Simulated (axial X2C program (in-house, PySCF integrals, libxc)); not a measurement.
# InB⁻: bond curves with and without spin–orbit coupling

Aim: find the lowest determinant of InB⁻, scan the bond at several levels and fit the constants, once spin-free and once with spin–orbit coupling.

Computed with an in-house X2C program for linear molecules on PySCF integrals. Level: all-electron X2C, In dyall-acv3z, B dyall-av3z.

All values are calculated.

## (1) Input

Input file task.json:

```json
{"zs": [49, 5], "q": -1, "bas": ["dyall-acv3z", "dyall-av3z"], "levels": ["PBE0", "HF", "TPSS"], "cc": true, "r0": 2.27, "thr": -1.0, "nmax": 90, "npts": 10, "nst": 2, "ntry": 6}
```

Keys: zs atomic numbers; q charge; bas basis sets; levels methods (HF also brings MP2); cc coupled cluster on or off; r0 starting distance in Å; thr threshold in hartree for freezing inner shells (an s shell follows its p shell); nmax most natural virtual spinors; npts points asked for on the curve; nst determinants followed; ntry starts of the search.

Launch:

```sh
python so2c.py task.json out
```

Spin-free means the one-electron spin-free X2C Hamiltonian; two-component (2c) means X2C with spin–orbit coupling and atomic mean-field two-electron Coulomb and Gaunt terms. Basis: In dyall-acv3z contracted to [12s13p10d5f1g], B dyall-av3z contracted to [8s7p3d2f]; Gaussian nuclei, density fitting. Masses: In 114.904 u, B 11.009 u.

Notation: σ, π±, δ± give the projection m of an orbital's angular momentum (0, ±1, ±2), α and β its spin, Λ and M_S the sums; ω is the projection of a spinor's total angular momentum and Ω the sum. Logs are in hartree.

The results follow Hamiltonian by Hamiltonian and level by level.

## (2) State search with PBE0

Determinants are compared with PBE0 at 2.270 Å.

Spin-free determinants:

| ΔE (eV) | state | open shells |
| --- | --- | --- |
| 0.00 | M_S = 3/2, Λ = 0 | beyond closed shells: σα, π+α, π-α |
| 0.27 | M_S = 1/2, Λ = 0 | beyond closed shells: σβ, π+α, π-α |
| 0.65 | M_S = 1/2, Λ = 2 | beyond closed shells: σα, π+α, π+β |
| 0.65 | M_S = 1/2, Λ = 0 | beyond closed shells: σα, π+β, π-α |
| 0.91 | M_S = 1/2, Λ = 1 | beyond closed shells: π+α, π+β, π-α |
| 1.06 | M_S = 1/2, Λ = 1 | beyond closed shells: π+α |
| 1.66 | M_S = 3/2, Λ = 1 | beyond closed shells: 2 × π+α, π-α |

Two-component determinants:

```csv
ΔE (eV),state,open shells
0.00,Ω = 3/2,excess of +ω over −ω: ω = 3/2
0.27,Ω = 1/2,"excess of +ω over −ω: 2 × ω = -1/2, ω = 3/2"
0.58,Ω = 1/2,excess of +ω over −ω: ω = 1/2
0.65,Ω = 5/2,"excess of +ω over −ω: 2 × ω = 1/2, ω = 3/2"
0.72,Ω = 1/2,excess of +ω over −ω: ω = 1/2
1.68,Ω = 5/2,"excess of +ω over −ω: ω = -1/2, 2 × ω = 3/2"
1.77,Ω = 7/2,"excess of +ω over −ω: ω = 1/2, 2 × ω = 3/2"
```

## (3) PBE0, spin-free

State followed: M_S = 3/2, Λ = 0 (beyond closed shells: σα, π+α, π-α). The scan is laid around 2.260 Å, a first estimate of the minimum, and this SCF restarts from the orbitals of the search.

Output at 2.260 Å:

```text
spin-free X2C-1e  PBE0
basis functions 203  fitting functions 1063  grid points 5080
iter        total energy     max residual
   1      -5905.173808866     1.60e+00
   2      -5905.409486446     5.86e-03
   3      -5905.408634907     8.33e-03
   4      -5905.410173485     2.70e-03
   5      -5905.410264219     1.38e-03
   6      -5905.410293431     1.57e-04
   7      -5905.410294328     2.33e-05
   8      -5905.410294362     1.34e-05
   9      -5905.410294371     6.58e-06
  10      -5905.410294375     2.21e-06
  11      -5905.410294375     8.36e-07
converged
one-electron -8252.02818864  Coulomb 2454.30872589  exact exchange -40.63548331  xc functional -124.42190437  nuclear repulsion 57.36655605
```

Along the bond, energies from the lowest point:

```
R (Å)  E (eV)  μ (D)  HOMO (eV)  LUMO (eV)  iterations
1.966  0.4969  -3.29       0.16       2.22          14
2.057  0.2050  -3.69       0.08       2.22          14
2.124  0.0803  -3.99       0.03       2.21          14
2.192  0.0166  -4.27      -0.01       2.21          14
2.260  0.0000  -4.55      -0.05       2.20          11
2.339  0.0254  -4.85      -0.01       2.19          14
2.418  0.0861  -5.13       0.05       2.18          13
2.520  0.1990  -5.46       0.11       2.16          14
2.644  0.3693  -5.82       0.17       2.14          14
2.825  0.6438  -6.28       0.23       2.11          14
```

Dipoles are positive if B is the positive end and refer to the centre of mass.

Outer orbitals at the reference distance:

| symmetry | occupied | ε (eV) | atomic character |
| --- | --- | --- | --- |
| σα | yes | -15.71 | 98% In d |
| δ-α | yes | -15.69 | 100% In d |
| δ+α | yes | -15.69 | 100% In d |
| δ-β | yes | -15.62 | 100% In d |
| δ+β | yes | -15.62 | 100% In d |
| π+α | yes | -15.61 | 99% In d |
| π-α | yes | -15.61 | 99% In d |
| σβ | yes | -15.59 | 99% In d |
| π-β | yes | -15.51 | 99% In d |
| π+β | yes | -15.51 | 99% In d |
| σα | yes | -7.27 | 49% B s, 28% In s, 9% In p |
| σβ | yes | -5.41 | 40% B s, 38% In s, 10% B p |
| σα | yes | -3.34 | 32% In s, 26% B p, 19% B s |
| σβ | yes | -1.76 | 28% In s, 26% In p, 24% B s |
| π+α | yes | -0.07 | 57% B p, 36% In p, 3% In d |
| π-α | yes | -0.07 | 57% B p, 36% In p, 3% In d |
| σα | yes | -0.05 | 46% B p, 31% In p, 13% In s |
| σα | no | 2.20 | 91% In p, 5% B p |
| π+α | no | 2.24 | 91% In p, 5% In d, 3% B p |
| π-α | no | 2.24 | 91% In p, 5% In d, 3% B p |
| π+β | no | 2.36 | 77% In p, 19% B p, 2% B d |

PBE0 fields in the half plane through the axis: z from -2.4 to 4.5 Å across, distance from the axis 0.15 to 2.25 Å upwards; In lies at z = 0 and B at z = 2.260 Å; the ELF is damped to zero where the density is low.

log10 density (e/bohr³). Ten even steps from '0' (-3.87 ) to '9' (1.81 ):
```
001111122211111111110000
011122222222222222111100
111222333322222222221110
112233333333333333322110
122333444443333443332211
122334555554444444433221
223344577754444554433221
223345679765445775443221
```

ELF. Ten even steps from '0' (0.01 ) to '9' (0.96 ):
```
013455544333333332211000
245666654443444444432100
467777654444455666665320
678876433234567777877531
788874322223578888988753
888853234322588789999864
898742477742487007999975
898742637362481991999985
```

Re = 2.254 Å, ωe = 464 cm⁻¹, ωexe = 2.89 cm⁻¹, Be = 0.3302 cm⁻¹, De = 2.80 eV, μ = -4.52 D.

## (4) HF, spin-free

Output at 2.260 Å:

```text
spin-free X2C-1e  HF
basis functions 203  fitting functions 1063  grid points 5080
iter        total energy     max residual
   1      -5902.894839930     2.01e-01
   2      -5902.918771417     5.07e-03
   3      -5902.920454153     3.75e-03
   4      -5902.921044699     2.44e-03
   5      -5902.921313007     2.09e-03
   6      -5902.921619273     1.63e-03
   7      -5902.921812473     1.10e-03
   8      -5902.921939273     5.30e-04
   9      -5902.921984384     2.73e-04
  10      -5902.921995886     1.82e-04
  11      -5902.922000025     7.61e-05
  12      -5902.922000770     2.48e-05
  13      -5902.922000840     9.08e-06
  14      -5902.922000847     2.96e-06
  15      -5902.922000848     1.12e-06
converged
one-electron -8251.26284694  Coulomb 2453.61776703  exact exchange -162.64347699  xc functional 0.00000000  nuclear repulsion 57.36655605
```

Re = 2.248 Å, ωe = 491 cm⁻¹, ωexe = 3.64 cm⁻¹, Be = 0.3321 cm⁻¹, De = 1.58 eV, μ = -4.27 D.

## (5) TPSS, spin-free

The SCF at the reference distance of 2.260 Å:

```text
spin-free X2C-1e  TPSS
basis functions 203  fitting functions 1063  grid points 5080
iter        total energy     max residual
   1      -5905.545561529     1.17e-01
   2      -5905.547533791     5.67e-03
   3      -5905.546379291     9.10e-03
   4      -5905.546706989     9.34e-03
   5      -5905.547929465     9.44e-04
   6      -5905.547949357     1.41e-04
   7      -5905.547950107     8.21e-05
   8      -5905.547950270     9.52e-06
   9      -5905.547950270     1.97e-05
converged
one-electron -8251.26100682  Coulomb 2453.51546644  exact exchange 0.00000000  xc functional -165.16896594  nuclear repulsion 57.36655605
```

Re = 2.275 Å, ωe = 440 cm⁻¹, ωexe = 2.86 cm⁻¹, Be = 0.3242 cm⁻¹, De = 2.80 eV, μ = -4.39 D.

## (6) Correlated methods, spin-free

Correlated methods: 7 electrons correlated (frozen shells, counted by type: In 4 s, 3 p, 2 d; B 1 s), 301 virtual spinors in MP2, 89 natural virtuals in coupled cluster.

Output of the correlated part at 2.260 Å:

```text
correlated 7  virtual 301  natural virtual 89  E(MP2) -0.124141373  MP2 remainder -0.004279871
iter   CCSD correlation   residual
   1     -0.134960134   1.31e-01
   2     -0.141718085   5.85e-02
   3     -0.142847921   2.73e-02
   4     -0.143621155   1.76e-02
   5     -0.143979922   8.66e-03
   6     -0.144030575   2.75e-03
   7     -0.144062364   9.52e-04
   8     -0.144063514   3.68e-04
   9     -0.144060848   1.54e-04
  10     -0.144061426   6.29e-05
  11     -0.144061405   2.62e-05
  12     -0.144061632   9.69e-06
  13     -0.144061660   4.46e-06
  14     -0.144061711   2.24e-06
  15     -0.144061740   1.28e-06
  16     -0.144061775   7.11e-07
  17     -0.144061788   3.12e-07
(T) -0.009705084  T1 0.0593  D1 0.1269  max T2 0.088
```

T1 in the output is the amplitude norm over the root of the electron number; divide by √2 for the Lee–Taylor value.

MP2: Re = 2.298 Å, ωe = 466 cm⁻¹, Be = 0.3177 cm⁻¹, De = 2.59 eV.

CCSD: Re = 2.297 Å, ωe = 452 cm⁻¹, ωexe = 2.64 cm⁻¹, Be = 0.318 cm⁻¹, De = 2.37 eV. T1 at Re = 0.040 (Lee–Taylor, the printed value over √2).

CCSD(T): Re = 2.309 Å, ωe = 443 cm⁻¹, ωexe = 2.62 cm⁻¹, Be = 0.3147 cm⁻¹, De = 2.55 eV. T1 at Re = 0.040 (Lee–Taylor, the printed value over √2).

## (7) A higher determinant, spin-free

State: M_S = 1/2, Λ = 0 (beyond closed shells: σβ, π+α, π-α).

Output at the reference distance:

```text
spin-free X2C-1e  PBE0
basis functions 203  fitting functions 1063  grid points 5080
iter        total energy     max residual
   1      -5905.163614832     1.62e+00
   2      -5905.399707108     5.66e-03
   3      -5905.398725203     8.96e-03
   4      -5905.400431277     2.53e-03
   5      -5905.400514149     1.17e-03
   6      -5905.400535503     1.46e-04
   7      -5905.400536261     2.60e-05
   8      -5905.400536287     1.29e-05
   9      -5905.400536293     4.55e-06
  10      -5905.400536294     8.72e-07
converged
one-electron -8251.85544528  Coulomb 2454.13255717  exact exchange -40.63145107  xc functional -124.41275317  nuclear repulsion 57.36655605
```

| R (Å) | E above the lowest PBE0 point (eV) |
| --- | --- |
| 1.966 | 0.773 |
| 2.057 | 0.478 |
| 2.124 | 0.351 |
| 2.192 | 0.285 |
| 2.260 | 0.266 |
| 2.339 | 0.288 |
| 2.418 | 0.347 |
| 2.520 | 0.458 |
| 2.644 | 0.626 |

Re = 2.259 Å, ωe = 462 cm⁻¹, ωexe = 2.8 cm⁻¹, Be = 0.3288 cm⁻¹, μ = -4.55 D. ⟨S²⟩ = 1.77 against 0.75 for a pure state, so this determinant mixes spins. Te = 0.27 eV.

## (8) The spin-free curves together

Energy (eV) of the followed determinant, spin-free, from each level's lowest point:

```csv
R (Å),PBE0,HF,MP2,CCSD,CCSD(T),TPSS
1.966,0.497,0.535,0.664,n/a,n/a,0.531
2.057,0.205,0.215,0.307,0.298,0.324,0.232
2.124,0.080,0.080,0.143,0.137,0.156,0.099
2.192,0.017,0.014,0.045,0.042,0.055,0.027
2.260,0.000,0.000,0.000,0.000,0.006,0.000
2.339,0.025,0.032,0.000,0.001,0.000,0.013
2.418,0.086,0.101,0.045,0.042,0.034,0.060
2.520,0.199,0.224,0.150,0.136,0.121,0.155
2.644,0.369,0.405,0.331,n/a,n/a,0.304
2.825,0.644,0.687,0.672,n/a,n/a,0.547
```

## (9) PBE0, 2c

State followed: Ω = 3/2 (excess of +ω over −ω: ω = 3/2). The scan is laid around 2.260 Å, a first estimate of the minimum, and this SCF restarts from the orbitals of the search.

The SCF at the reference distance of 2.260 Å:

```text
two-component X2C + atomic mean field  PBE0
basis functions 203  fitting functions 1063  grid points 5080
iter        total energy     max residual
   1      -5902.687652950     1.60e+00
   2      -5902.939058192     5.90e-03
   3      -5902.938164126     8.45e-03
   4      -5902.939723478     2.71e-03
   5      -5902.939815823     1.35e-03
   6      -5902.939843858     1.57e-04
   7      -5902.939844739     2.45e-05
   8      -5902.939844773     1.38e-05
   9      -5902.939844783     6.65e-06
  10      -5902.939844786     2.18e-06
  11      -5902.939844787     8.26e-07
converged
one-electron -8245.03560092  Coulomb 2452.96911919  exact exchange -40.61143064  xc functional -124.35166803  nuclear repulsion 57.36655605  atomic mean-field constant -3.27682044
```

Along the bond, energies from the lowest point:

```csv
R (Å),E (eV),μ (D),HOMO (eV),LUMO (eV),iterations
1.966,0.4895,-3.32,0.15,2.23,15
2.057,0.2014,-3.71,0.08,2.23,15
2.124,0.0784,-4.00,0.03,2.22,14
2.192,0.0158,-4.28,-0.01,2.21,14
2.260,0.0000,-4.55,-0.04,2.20,11
2.339,0.0259,-4.85,0.02,2.19,14
2.418,0.0868,-5.13,0.08,2.18,14
2.520,0.1998,-5.46,0.13,2.17,14
2.644,0.3697,-5.82,0.19,2.14,14
2.825,0.6429,-6.27,0.24,2.11,16
```

Dipoles are positive if B is the positive end and refer to the centre of mass.

Outer spinors at the reference distance:

```tsv
ω	occupied	ε (eV)	atomic character	λ mixture
-3/2	yes	-16.16	100% In d	86% δ, 14% π
3/2	yes	-16.12	100% In d	80% δ, 20% π
1/2	yes	-16.10	99% In d	53% σ, 47% π
-1/2	yes	-16.10	99% In d	61% π, 39% σ
5/2	yes	-15.35	100% In d	100% δ
1/2	yes	-15.29	99% In d	53% π, 47% σ
-5/2	yes	-15.28	100% In d	100% δ
3/2	yes	-15.27	99% In d	80% π, 20% δ
-1/2	yes	-15.27	99% In d	61% σ, 39% π
-3/2	yes	-15.20	99% In d	86% π, 14% δ
1/2	yes	-7.26	49% B s, 27% In s, 9% In p	100% σ
-1/2	yes	-5.41	40% B s, 38% In s, 10% B p	100% σ
1/2	yes	-3.33	32% In s, 26% B p, 19% B s	100% σ
-1/2	yes	-1.76	28% In s, 26% In p, 24% B s	100% σ
-1/2	yes	-0.10	55% B p, 38% In p, 3% B d	100% π
1/2	yes	-0.05	46% B p, 31% In p, 13% In s	99% σ, 1% π
3/2	yes	-0.04	58% B p, 34% In p, 3% In d	100% π
1/2	no	2.20	93% In p, 4% B p	100% σ
3/2	no	2.24	91% In p, 5% In d, 3% B p	100% π
-1/2	no	2.24	91% In p, 5% In d, 3% B p	100% π
1/2	no	2.33	73% In p, 21% B p, 3% In s	96% π, 4% σ
```

PBE0 fields in the half plane through the axis: z from -2.4 to 4.5 Å across, distance from the axis 0.15 to 2.25 Å upwards; In lies at z = 0 and B at z = 2.260 Å; the ELF is damped to zero where the density is low.

log10 density (e/bohr³). Ten even steps from ' ' (-3.87 ) to '@' (1.81 ):
```
    ..........::::::....................        
  ......::::::::::::::::::::::::::::........    
......::::::--------::::::::::::::::::::......  
....::::------------------------------::::....  
..::::------==========--------====------::::....
..::::----==++++++++++================----::::..
::::----====++######++========++++====----::::..
::::----==++**##@@##**++====++####++====--::::..
```

ELF. Ten even steps from '0' (0.01 ) to '9' (0.96 ):
```
013455544333333332221000
245666654443444444432100
467777654444455666665320
678876433234567777877531
788874322223577888988753
888853234322588789999864
898742477742487007999975
898742637362481991999985
```

Re = 2.253 Å, ωe = 464 cm⁻¹, ωexe = 2.9 cm⁻¹, Be = 0.3305 cm⁻¹, De = 2.79 eV, μ = -4.53 D.

## (10) HF, 2c

Output at 2.260 Å:

```text
two-component X2C + atomic mean field  HF
basis functions 203  fitting functions 1063  grid points 5080
iter        total energy     max residual
   1      -5900.422468666     2.23e-01
   2      -5900.446435365     5.03e-03
   3      -5900.448140564     3.75e-03
   4      -5900.448749934     2.45e-03
   5      -5900.449030454     2.10e-03
   6      -5900.449356993     1.63e-03
   7      -5900.449564262     1.08e-03
   8      -5900.449696281     5.61e-04
   9      -5900.449743411     2.68e-04
  10      -5900.449756917     2.01e-04
  11      -5900.449763705     1.48e-04
  12      -5900.449766570     1.32e-04
  13      -5900.449768386     1.21e-04
  14      -5900.449770728     1.10e-04
  15      -5900.449777924     8.72e-05
  16      -5900.449788461     7.78e-05
  17      -5900.449792963     5.87e-05
  18      -5900.449794652     3.32e-05
  19      -5900.449794977     1.81e-05
  20      -5900.449795057     7.29e-06
  21      -5900.449795081     2.69e-06
  22      -5900.449795083     1.95e-06
  23      -5900.449795084     1.87e-06
converged
one-electron -8244.28023159  Coulomb 2452.28893231  exact exchange -162.54823141  xc functional 0.00000000  nuclear repulsion 57.36655605  atomic mean-field constant -3.27682044
```

No constants are quoted: the solution changes its character somewhere along the scan, so the fit is set aside.

## (11) TPSS, 2c

Output at 2.260 Å:

```text
two-component X2C + atomic mean field  TPSS
basis functions 203  fitting functions 1063  grid points 5080
iter        total energy     max residual
   1      -5903.072978269     1.17e-01
   2      -5903.074959699     5.69e-03
   3      -5903.073756157     9.35e-03
   4      -5903.074086684     9.57e-03
   5      -5903.075359963     9.14e-04
   6      -5903.075379014     1.41e-04
   7      -5903.075379756     8.26e-05
   8      -5903.075379921     9.79e-06
   9      -5903.075379921     1.95e-05
converged
one-electron -8244.26680166  Coulomb 2452.17428241  exact exchange 0.00000000  xc functional -165.07259629  nuclear repulsion 57.36655605  atomic mean-field constant -3.27682044
```

Re = 2.274 Å, ωe = 440 cm⁻¹, ωexe = 2.86 cm⁻¹, Be = 0.3245 cm⁻¹, De = 2.80 eV, μ = -4.39 D.

## (12) MP2 and beyond, 2c

Correlated methods: 7 electrons correlated (frozen shells, counted by type: In 4 s, 3 p, 2 d; B 1 s), 301 virtual spinors in MP2, 90 natural virtuals in coupled cluster.

Output of the correlated part at 2.260 Å:

```text
correlated 7  virtual 301  natural virtual 90  E(MP2) -0.123560894  MP2 remainder -0.004168094
iter   CCSD correlation   residual
   1     -0.134544800   1.32e-01
   2     -0.141378302   5.94e-02
   3     -0.142572158   2.82e-02
   4     -0.143408325   1.81e-02
   5     -0.143785600   8.93e-03
   6     -0.143842217   3.21e-03
   7     -0.143881082   1.63e-03
   8     -0.143883786   1.11e-03
   9     -0.143880043   8.02e-04
  10     -0.143883879   5.09e-04
  11     -0.143886843   2.87e-04
  12     -0.143888650   1.33e-04
  13     -0.143889092   6.52e-05
  14     -0.143889284   3.84e-05
  15     -0.143889891   2.44e-05
  16     -0.143890391   1.52e-05
  17     -0.143890684   8.76e-06
  18     -0.143890721   5.40e-06
  19     -0.143890715   3.62e-06
(T) -0.009658464  T1 0.0626  D1 0.1311  max T2 0.087
```

MP2: No constants are quoted: the reference changes its character somewhere along the scan, so the fit is set aside.

CCSD: No constants are quoted: the reference changes its character somewhere along the scan, so the fit is set aside.

CCSD(T): No constants are quoted: the reference changes its character somewhere along the scan, so the fit is set aside.

## (13) A higher determinant, 2c

State: Ω = 1/2 (excess of +ω over −ω: 2 × ω = -1/2, ω = 3/2).

Output at the reference distance:

```text
two-component X2C + atomic mean field  PBE0
basis functions 203  fitting functions 1063  grid points 5080
iter        total energy     max residual
   1      -5902.677161450     1.63e+00
   2      -5902.929040676     5.70e-03
   3      -5902.928038852     8.98e-03
   4      -5902.929741226     2.52e-03
   5      -5902.929823633     1.16e-03
   6      -5902.929844422     1.45e-04
   7      -5902.929845166     2.60e-05
   8      -5902.929845192     1.28e-05
   9      -5902.929845197     4.51e-06
  10      -5902.929845199     8.71e-07
converged
one-electron -8244.85066173  Coulomb 2452.78126909  exact exchange -40.60750971  xc functional -124.34267845  nuclear repulsion 57.36655605  atomic mean-field constant -3.27682044
```

```csv
R (Å),E above the lowest PBE0 point (eV)
1.966,0.778
2.057,0.484
2.124,0.357
2.192,0.291
2.260,0.272
2.339,0.295
2.418,0.353
2.520,0.463
2.644,0.631
```

Re = 2.259 Å, ωe = 461 cm⁻¹, ωexe = 2.81 cm⁻¹, Be = 0.3288 cm⁻¹, μ = -4.55 D. Te = 0.27 eV.

## (14) The 2c curves together

Energy (eV) of the followed determinant, 2c, from each level's lowest point:

```csv
R (Å),PBE0,HF (jumps),MP2 (its reference jumps),CCSD (its reference jumps),CCSD(T) (its reference jumps),TPSS
1.966,0.490,0.531,0.657,n/a,n/a,0.525
2.057,0.201,0.215,0.297,0.295,0.316,0.228
2.124,0.078,0.081,0.132,0.134,0.149,0.098
2.192,0.016,0.015,0.038,0.041,0.050,0.026
2.260,0.000,0.000,0.000,0.000,0.003,0.000
2.339,0.026,0.030,0.012,0.003,0.000,0.013
2.418,0.087,0.094,0.075,0.045,0.037,0.061
2.520,0.200,0.198,0.245,0.143,0.133,0.156
2.644,0.370,0.327,0.483,n/a,n/a,0.305
2.825,0.643,0.508,0.778,n/a,n/a,0.548
```

The whole job took 2.3 min on 1 thread of Arm Neoverse V2, shared host.

## (15) Results

Lowest determinant that the search found at its distance, spin-free: M_S = 3/2, Λ = 0 (beyond closed shells: σα, π+α, π-α).

Lowest determinant that the search found at its distance, 2c: Ω = 3/2 (excess of +ω over −ω: ω = 3/2).

```csv
Hamiltonian,level,Re (Å),ωe (cm⁻¹),De (eV),μ (D)
spin-free,PBE0,2.254,464,2.80,-4.52
spin-free,HF,2.248,491,1.58,-4.27
spin-free,MP2,2.298,466,2.59,n/a
spin-free,CCSD,2.297,452,2.37,n/a
spin-free,CCSD(T),2.309,443,2.55,n/a
spin-free,TPSS,2.275,440,2.80,-4.39
2c,PBE0,2.253,464,2.79,-4.53
2c,TPSS,2.274,440,2.80,-4.39
```

Dipoles are positive if B is the positive end and refer to the centre of mass. No constants: 2c HF (the solution changes its character somewhere along the scan, so the fit is set aside); 2c MP2 (the reference changes its character somewhere along the scan, so the fit is set aside); 2c CCSD (the reference changes its character somewhere along the scan, so the fit is set aside); 2c CCSD(T) (the reference changes its character somewhere along the scan, so the fit is set aside).

Time per point (s) on 1 thread of Arm Neoverse V2, shared host (2c runs); the times are rough: PBE0 0.9, TPSS 0.78.

**Reading.** At PBE0, going from spin-free to two-component changes Re by -1 mÅ, ωe by -0.2 %, which is small (part of it comes from the scalar share of the two-electron terms). De moves by -0.01 eV; both De rest on single-determinant atoms, which can miss part of an open shell's spin–orbit lowering.

De refers to In- + B; at TPSS, spin-free, to In + B-, each in the lowest determinant found, which need not be this curve's own limit. The state is a single determinant with fixed occupations, the lowest that a limited PBE0 search found. De is counted from the lowest determinant-based energies of the atoms at the same level, without counterpoise correction. Density functionals use the spin component along the axis (collinear). Coupled cluster ran in a truncated set of natural virtual spinors; the MP2 energy of the rest was added. The meta-GGAs lack a current-density term, which matters for open shells with orbital currents, atoms included. With several unpaired electrons one determinant need not be a pure state. With the outer-core shells frozen, correlated bond lengths of heavy atoms tend to come out a few hundredths of an ångström too long. T1 at Re is 0.040 (Lee–Taylor), above the customary mark of 0.02.
